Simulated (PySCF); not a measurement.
**CuO(OH)₂: relaxation and vibrations of the quartet**

Aim: relax CuO(OH)₂ as a quartet from a trigonal planar start, check by its vibrations whether the end is a minimum, and collect its spectrum and constants.

Method: PBE0, basis Cu def2-TZVP, O def2-TZVP, H def2-TZVP, no relativity, density fitting; program: PySCF 2.14.0.

### Step 1. Starting geometry

6 atoms, charge 0, spin multiplicity 4.

Bond lengths: Cu1–O2 1.720 Å, Cu1–O3 1.750 Å, Cu1–O4 1.750 Å, O3–H5 0.960 Å, O4–H6 0.960 Å. Angles: O2–Cu1–O3 120.0°, O2–Cu1–O4 120.0°, O3–Cu1–O4 120.0°, Cu1–O3–H5 130.0°, Cu1–O4–H6 130.0°.

Z-matrix (Å, degrees; charge 0 multiplicity 4):
```
Cu
O  1 1.7200
O  1 1.7500 2 120.00
O  1 1.7500 2 120.00 3 180.00
H  3 0.9600 1 130.00 2 0.00
H  4 0.9600 1 130.00 2 180.00
```

### Step 2. Finding the electronic state

One driver script runs all steps and calls PySCF; scf.py shows how it sets up the SCF of each step. The optimiser is the driver's own. After this first run the driver tries any further starts and a stability analysis.

The input, scf.py:

```python
from pyscf import gto, scf, dft
mol = gto.M(atom='''
Cu     0.000000     0.000000     0.000000
O      1.720000     0.000000     0.000000
O     -0.875000     1.515500     0.000000
O     -0.875000    -1.515500     0.000000
H     -0.546700     2.417600     0.000000
H     -1.820400    -1.682200     0.000000''',
    basis={'Cu': 'def2-TZVP', 'O': 'def2-TZVP', 'H': 'def2-TZVP'},
    charge=0, spin=3)
mf = dft.UKS(mol, xc='PBE0')
mf.grids.atom_grid = (50, 194)
aux = {'Cu': 'def2-universal-JKFIT', 'O': 'def2-universal-JKFIT', 'H': 'def2-universal-JKFIT'}
mf = mf.density_fit(auxbasis=aux)
mf.conv_tol = 1e-08
mf.diis_space = 10
mf.max_cycle = 60
mf.init_guess = 'minao'
mf.verbose = 4
mf.kernel()
```

Started as:

```
OMP_NUM_THREADS=4 python axn.py task.json out
```

After this run come: Trigonal planar start, quartet: relaxation; Hessian and properties; Downhill along the imaginary mode; Is it a minimum? Harmonic modes.

Before running it: what results should come out? Wanted: minimum; geometry; wavenumbers; dipole moment; highest occupied, lowest empty level; polar-tensor charge of Cu1; zero-point energy; atomisation energy; ⟨S²⟩.

The runs gave:

```
                                          quantity                                                                                                                         value
                                           minimum                                                                                                                   quartet, Cs
                                          geometry                      Cu–O 1.757 Å, Cu–O 1.771 Å (×2), O–H 0.963 Å (×2); Cu–O–H 114.6° (×2), O–Cu–O 118.4° (×2), O–Cu–O 123.2°
                                wavenumbers (cm⁻¹)  95 (a''), 151 (a'), 177 (a'), 188 (a''), 317 (a'), 578 (a'), 599 (a'), 639 (a''), 748 (a''), 761 (a'), 3852 (a''), 3856 (a')
                                     dipole moment                                                                                                                        2.49 D
highest occupied, lowest empty level (either spin)                                                                                                               -8.13, -5.01 eV
                        polar-tensor charge of Cu1                                                                                                                       +1.01 e
                                 zero-point energy                                                                                                                   71.5 kJ/mol
                               entropy at 298.15 K                                                                                                               343.9 J/(mol K)
         atomisation energy (no zero-point energy)                                                                                                                   1500 kJ/mol
                                              ⟨S²⟩                                                                                                                         3.772
```

What this shows: The trigonal planar start (Cs) ends in a minimum of Cs symmetry, after a stop at a second-order saddle point 27.3 kJ/mol higher, from which it was pushed off along an imaginary mode. In the infrared the band at 3852 cm⁻¹ (a'') leads. Other starts or spin states, not run here, may lie lower. Open d and f shells are described by one determinant, and the ground state may have another occupation or spin.
